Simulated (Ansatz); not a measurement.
# BF3 + ClH: molecular dynamics, part 1 of 2

Aim: follow the two partners and see whether they stay together, part or react. The start is relaxed first. Runs: 150 steps of 0.5 fs under a Nosé-Hoover thermostat at 500 K; 150 steps of 0.5 fs at constant energy, with velocities drawn for 200 K. SMILES of the start: Cl.FB(F)F.

Program: Ansatz 0.2.0. Level of theory: RKS PBE0/def2-SVP. These are calculated values, not measurements.

## (1) Starting point

Bond lengths: Cl1–H2 1.279 Å, F3–B4 1.303 Å, B4–F5 1.301 Å, B4–F6 1.303 Å. Angles: F3–B4–F5 119.9°, F3–B4–F6 120.0°, F5–B4–F6 120.1°.

As a file:

```xyz
6

Cl   -0.4790   -0.1316   -1.8841
H    -0.3072   -0.1929   -3.1504
F    -0.9550   -0.3917    1.6400
B     0.1952    0.0804    1.2517
F     1.1979   -0.7271    1.0636
F     0.3481    1.3629    1.0792
```

## (2) Relaxing the start

input.yaml

```yaml
crystal:
  periodic: [false, false, false]
  atoms:
    - { symbol: Cl, position_ang: [-0.479, -0.1316, -1.8841] }
    - { symbol: H, position_ang: [-0.3072, -0.1929, -3.1504] }
    - { symbol: F, position_ang: [-0.955, -0.3917, 1.64] }
    - { symbol: B, position_ang: [0.1952, 0.0804, 1.2517] }
    - { symbol: F, position_ang: [1.1979, -0.7271, 1.0636] }
    - { symbol: F, position_ang: [0.3481, 1.3629, 1.0792] }
basis:
  gaussian: { orbitals: def2-SVP }
hamiltonian:
  xc: pbe0
relax:
  f_tol: 0.02
  max_steps: 40
scf:
  lower_state_search: "off"
```

Run with:

```
ansatz run input.yaml --threads 1 --pin off --max-ram 2048MiB --backend cpu --events-out ev --progress --plain --runs-dir out
```

Standard output, cut to the lines that bear on the results:

```text
Warning: RAYON_NUM_THREADS=1 ignored (pool sized by the plan → 1); use --threads N
[...]
Functional definition: PBE0
[...]
809 factors; integrals over basis functions are off by at most 4.4e-4 eV
[...]
mean field -21347.24417281 eV, -784.4967536690 hartree, gradient 6.2e-6 eV, S^2 0.000000; 0 other end points of the search recorded, 0 dependent functions left out
[...]
reference -21347.24419457 eV, -784.4967544687 hartree; 25, 25 occupied and 54, 54 virtual orbitals, 809 factors
relax step   1: F+E_penalty+E_count = -21347.24417281 eV  Δ(F+E_penalty+E_count) = +0.000e0 eV  max|allowed force component| = 4.491e-1 eV/Å  Δτ_max = 0.0000 Å  (14 SCF iters, accepted)
[...]
relax step   7: F+E_penalty+E_count = -21347.32604054 eV  Δ(F+E_penalty+E_count) = -8.803e-3 eV  max|allowed force component| = 6.259e-2 eV/Å  Δτ_max = 0.0683 Å  (19 SCF iters, accepted)
[...]
relax step  13: F+E_penalty+E_count = -21347.37069180 eV  Δ(F+E_penalty+E_count) = -1.149e-2 eV  max|allowed force component| = 3.560e-1 eV/Å  Δτ_max = 0.0980 Å  (19 SCF iters, accepted)
[...]
relax step  19: F+E_penalty+E_count = -21347.37897176 eV  Δ(F+E_penalty+E_count) = -4.409e-4 eV  max|allowed force component| = 4.379e-2 eV/Å  Δτ_max = 0.0432 Å  (18 SCF iters, accepted)
[...]
relax step  25: F+E_penalty+E_count = -21347.38263640 eV  Δ(F+E_penalty+E_count) = -1.003e-3 eV  max|allowed force component| = 3.300e-2 eV/Å  Δτ_max = 0.0369 Å  (18 SCF iters, accepted)
relax step  26: F+E_penalty+E_count = -21347.38376960 eV  Δ(F+E_penalty+E_count) = -1.133e-3 eV  max|allowed force component| = 6.907e-2 eV/Å  Δτ_max = 0.0536 Å  (18 SCF iters, accepted)
```

## (3) The output, continued: start relaxed

The log, continued, cut to the lines that bear on the results:

```text
relax step  27: F+E_penalty+E_count = -21347.38435648 eV  Δ(F+E_penalty+E_count) = -5.869e-4 eV  max|allowed force component| = 2.561e-1 eV/Å  Δτ_max = 0.0823 Å  (19 SCF iters, accepted)
[...]
relax step  30: F+E_penalty+E_count = -21347.38699344 eV  Δ(F+E_penalty+E_count) = -1.002e-3 eV  max|allowed force component| = 1.174e-1 eV/Å  Δτ_max = 0.0393 Å  (18 SCF iters, accepted)
[...]
relax step  33: F+E_penalty+E_count = -21347.38794889 eV  Δ(F+E_penalty+E_count) = -7.804e-5 eV  max|allowed force component| = 2.392e-2 eV/Å  Δτ_max = 0.0214 Å  (18 SCF iters, accepted)
[...]
relax step  36: F+E_penalty+E_count = -21347.38808994 eV  Δ(F+E_penalty+E_count) = -6.970e-5 eV  max|allowed force component| = 4.124e-2 eV/Å  Δτ_max = 0.0307 Å  (18 SCF iters, accepted)
[...]
relax step  38: F+E_penalty+E_count = -21347.38815625 eV  Δ(F+E_penalty+E_count) = -3.823e-5 eV  max|allowed force component| = 3.514e-4 eV/Å  Δτ_max = 0.0057 Å  (13 SCF iters, accepted)
Total energy: -21347.38817707 eV, -784.5020457277 hartree
Atom 0 at    -0.791983     0.209884    -1.881685 Å, force     0.000258     0.000293    -0.000046 eV/Å
Atom 1 at     0.243294    -0.537524    -2.046677 Å, force    -0.000201    -0.000318    -0.000162 eV/Å
Atom 2 at    -0.976063    -0.461055     1.415217 Å, force     0.000169    -0.000112     0.000047 eV/Å
Atom 3 at     0.123920     0.087121     0.959940 Å, force    -0.000279     0.000314     0.000351 eV/Å
Atom 4 at     1.082565    -0.676407     0.476219 Å, force     0.000224    -0.000143    -0.000151 eV/Å
Atom 5 at     0.318266     1.377981     1.076986 Å, force    -0.000171    -0.000035    -0.000039 eV/Å
Dipole moment:     0.173160    -0.151965    -0.177388 e Å
Checks for a lower state left out: stability, starts, cluster_reference, orbital_swaps, neighbouring_geometries, increment
```

Run time: 45 s. Hardware: 1 thread of an x86-64 CPU, shared host; peak memory 0.18 GiB.

The steps of the relaxation, one in 2:

| step | energy from step 1 (eV) | largest force component (eV/Å) |
| --- | --- | --- |
| 1 | 0.0000 | 0.4491 |
| 3x | 0.0730 | 1.5968 |
| 5 | -0.0659 | 0.4693 |
| 7 | -0.0819 | 0.0626 |
| 9 | -0.0963 | 0.3797 |
| 11x | -0.0443 | 1.5883 |
| 13 | -0.1265 | 0.3560 |
| 15 | -0.1335 | 0.1007 |
| 17 | -0.1344 | 0.0342 |
| 19 | -0.1348 | 0.0438 |
| 21 | -0.1356 | 0.1025 |
| 23x | -0.1357 | 0.2944 |
| 25 | -0.1385 | 0.0330 |
| 27 | -0.1402 | 0.2561 |
| 29 | -0.1418 | 0.1929 |
| 31 | -0.1437 | 0.0443 |
| 33 | -0.1438 | 0.0239 |
| 35 | -0.1438 | 0.0186 |
| 37 | -0.1439 | 0.0260 |
| 38 | -0.1440 | 0.0004 |

Step 1 is the start. 7 steps were tried and not accepted (marked x).

After: Bond lengths: Cl1–H2 1.287 Å, F3–B4 1.311 Å, B4–F5 1.318 Å, B4–F6 1.311 Å. Angles: F3–B4–F5 119.7°, F3–B4–F6 120.4°, F5–B4–F6 119.7°.

## (4) Run 1

150 steps of 0.5 fs under a Nosé-Hoover thermostat at 500 K, from the relaxed start.

input.yaml

```yaml
crystal:
  periodic: [false, false, false]
  atoms:
    - { symbol: Cl, position_ang: [-0.791983, 0.209884, -1.881685] }
    - { symbol: H, position_ang: [0.243294, -0.537524, -2.046677] }
    - { symbol: F, position_ang: [-0.976063, -0.461055, 1.415217] }
    - { symbol: B, position_ang: [0.12392, 0.087121, 0.95994] }
    - { symbol: F, position_ang: [1.082565, -0.676407, 0.476219] }
    - { symbol: F, position_ang: [0.318266, 1.377981, 1.076986] }
basis:
  gaussian: { orbitals: def2-SVP }
hamiltonian:
  xc: pbe0
md:
  timestep: 0.5
  n_steps: 150
  ensemble: nvt_nose_hoover
  temperature: 500.0
  initial_velocities: maxwell_boltzmann
  seed: 370613
  nose_hoover: { tau: 100.0, chain_length: 3 }
scf:
  lower_state_search: "off"
```

Run with:

```
ansatz run input.yaml --threads 1 --pin off --max-ram 2048MiB --backend cpu --events-out ev --progress --plain --runs-dir out
```

Standard output, cut to the lines that bear on the results:

```text
Warning: RAYON_NUM_THREADS=1 ignored (pool sized by the plan → 1); use --threads N
[...]
[... 1 set-up line as earlier in the session ...]
[...]
813 factors; integrals over basis functions are off by at most 3.9e-4 eV
[...]
mean field -21347.38816928 eV, -784.5020454415 hartree, gradient 2.0e-6 eV, S^2 0.000000; 0 other end points of the search recorded, 0 dependent functions left out
[...]
reference -21347.38819012 eV, -784.5020462076 hartree; 25, 25 occupied and 54, 54 virtual orbitals, 813 factors
md step     0: t =     0.00 fs  T =   500.0 K  F+E_penalty+E_count = -21347.38816928 eV  E_kin = 0.258520 eV  conserved = -21347.12964928 eV  (14 SCF iters)
[...]
md step    19: t =     9.50 fs  T =   387.8 K  F+E_penalty+E_count = -21347.32988774 eV  E_kin = 0.200506 eV  conserved = -21347.12956522 eV  (21 SCF iters)
[...]
md step    38: t =    19.00 fs  T =   340.2 K  F+E_penalty+E_count = -21347.30431966 eV  E_kin = 0.175921 eV  conserved = -21347.12949201 eV  (21 SCF iters)
[...]
md step    57: t =    28.50 fs  T =   351.5 K  F+E_penalty+E_count = -21347.30807537 eV  E_kin = 0.181719 eV  conserved = -21347.12948048 eV  (21 SCF iters)
[...]
md step    74: t =    37.00 fs  T =   314.0 K  F+E_penalty+E_count = -21347.28633030 eV  E_kin = 0.162357 eV  conserved = -21347.12951633 eV  (21 SCF iters)
md step    75: t =    37.50 fs  T =   305.5 K  F+E_penalty+E_count = -21347.28173667 eV  E_kin = 0.157934 eV  conserved = -21347.12949467 eV  (21 SCF iters)
```

## (5) More of the same log: dynamics from the start

Output, continued, cut to the lines that bear on the results:

```text
md step    76: t =    38.00 fs  T =   298.5 K  F+E_penalty+E_count = -21347.27796102 eV  E_kin = 0.154328 eV  conserved = -21347.12947459 eV  (21 SCF iters)
[...]
md step    94: t =    47.00 fs  T =   402.9 K  F+E_penalty+E_count = -21347.32826167 eV  E_kin = 0.208297 eV  conserved = -21347.12958410 eV  (20 SCF iters)
[...]
md step   112: t =    56.00 fs  T =   406.6 K  F+E_penalty+E_count = -21347.32512544 eV  E_kin = 0.210232 eV  conserved = -21347.12962104 eV  (20 SCF iters)
[...]
md step   130: t =    65.00 fs  T =   343.7 K  F+E_penalty+E_count = -21347.28708009 eV  E_kin = 0.177682 eV  conserved = -21347.12955010 eV  (20 SCF iters)
[...]
md step   148: t =    74.00 fs  T =   383.7 K  F+E_penalty+E_count = -21347.30033868 eV  E_kin = 0.198404 eV  conserved = -21347.12949586 eV  (21 SCF iters)
[...]
md step   149: t =    74.50 fs  T =   390.1 K  F+E_penalty+E_count = -21347.30320968 eV  E_kin = 0.201716 eV  conserved = -21347.12951287 eV  (21 SCF iters)
[...]
md step   150: t =    75.00 fs  T =   397.4 K  F+E_penalty+E_count = -21347.30650609 eV  E_kin = 0.205461 eV  conserved = -21347.12953436 eV  (21 SCF iters)
Total energy: -21347.30652825 eV, -784.4990451890 hartree
Atom 0 at    -0.883200     0.305957    -2.050294 Å, force    -0.200407    -0.098613    -0.036172 eV/Å
Atom 1 at    -2.069332    -0.193942    -2.187213 Å, force     0.241605     0.081568     0.078218 eV/Å
Atom 2 at    -0.914475    -0.534235     1.396921 Å, force    -0.570457    -0.427679     0.153847 eV/Å
Atom 3 at     0.203495     0.027593     1.058622 Å, force     1.410560    -0.702277    -0.193405 eV/Å
Atom 4 at     1.316195    -0.703562     0.922343 Å, force    -0.946717     0.488391     0.072797 eV/Å
Atom 5 at     0.270677     1.314691     0.915080 Å, force     0.065417     0.658609    -0.075285 eV/Å
Dipole moment:    -0.339079    -0.087413    -0.128869 e Å
Checks for a lower state left out: stability, starts, cluster_reference, orbital_swaps, neighbouring_geometries, increment
```

Run time: 2.7 min. Hardware: 1 thread of an x86-64 CPU, shared host; peak memory 0.18 GiB.

## (6) Frames and traces

The trajectory, every 11 steps (energies from step 0):

| time (fs) | T (K) | potential energy change (meV/atom) | conserved energy change (meV/atom) | closest contact of the partners (Å) |
| --- | --- | --- | --- | --- |
| 0.0 | 500 | 0.0 | 0.00 | 2.66 |
| 5.5 | 396 | 9.0 | 0.03 | 2.65 |
| 11.0 | 391 | 9.5 | 0.01 | 2.67 |
| 16.5 | 319 | 15.7 | 0.03 | 2.72 |
| 22.0 | 407 | 8.3 | 0.00 | 2.81 |
| 27.5 | 362 | 12.4 | 0.03 | 2.94 |
| 33.0 | 367 | 12.2 | 0.01 | 3.11 |
| 38.5 | 294 | 18.8 | 0.03 | 3.22 |
| 44.0 | 390 | 10.8 | 0.00 | 3.24 |
| 49.5 | 377 | 12.4 | 0.02 | 3.22 |
| 55.0 | 406 | 10.4 | 0.01 | 3.20 |
| 60.5 | 318 | 18.7 | 0.03 | 3.20 |
| 66.0 | 366 | 15.0 | 0.01 | 3.22 |
| 71.5 | 376 | 15.0 | 0.02 | 3.26 |
| 75.0 | 397 | 13.6 | 0.02 | 3.31 |

time (fs), T (K) and a bar:
```
      0.0        500 ##############################
      3.5        441 #####################
      6.5        383 #############
     10.0        390 ##############
     13.0        373 ############
     16.5        319 ####
     19.5        352 #########
     23.0        416 ##################
     26.0        386 ##############
     29.5        349 ########
     32.5        366 ###########
     36.0        333 ######
     39.0        292 
     42.5        354 #########
     45.5        407 #################
     49.0        382 #############
     52.0        376 ############
     55.5        408 #################
     58.5        367 ###########
     62.0        300 #
     65.0        344 #######
     68.5        391 ##############
     71.5        376 ############
     75.0        397 ###############
```

(Continued in part 2 of 2.)
